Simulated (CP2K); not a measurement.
Runs of CP2K 2026.2 on ScSi2. Symmetry: P6/mmm, No. 191, hexagonal system. Conventional cell: a = 3.660 Å, b = 3.660 Å, c = 3.870 Å, α = 90.00°, β = 90.00°, γ = 120.00°. Around Sc (site symmetry 6/mmm) lie 12 Si at 2.87 Å. Si (site symmetry -6m2) is surrounded by 3 Si at 2.11 Å. 

```csv
potentials or basis,gap on the mesh (eV),pressure (GPa)
"GTH_POTENTIALS Sc GTH-PBE-q11, Si GTH-PBE-q4; DZVP-MOLOPT-SR-GTH basis",none,24.8
"GTH_POTENTIALS Sc GTH-PADE-q11, Si GTH-PADE-q4; DZVP-MOLOPT-SR-GTH basis",none,(a)
"POTENTIAL_UZH Sc GTH-SCAN-q11, Si GTH-SCAN-q4; DZVP-MOLOPT-SR-GTH basis",none,23.3
"GTH_POTENTIALS Sc GTH-BLYP-q11, Si GTH-BLYP-q4; DZVP-MOLOPT-SR-GTH basis",none,25.2
"POTENTIAL_UZH Sc GTH-PBE0-q11, Si GTH-PBE0-q4; DZVP-MOLOPT-SR-GTH basis",none,(b)
```

Alike in all rows: task band structure; level PBE; no spin polarisation; cell as given; k mesh 8 × 8 × 7; smearing fermi-dirac 0.05 eV.

**Question.** Fill in the values left out.

**Answer.** (a) 20.0; (b) 24.0.

Caveats: the basis of atomic orbitals isn't converged, which shifts pressures, moduli and gaps; the potentials were made for another functional, which shifts forces and pressure (some runs).

A gap of «none» marks a metal or a gap under the smearing width.
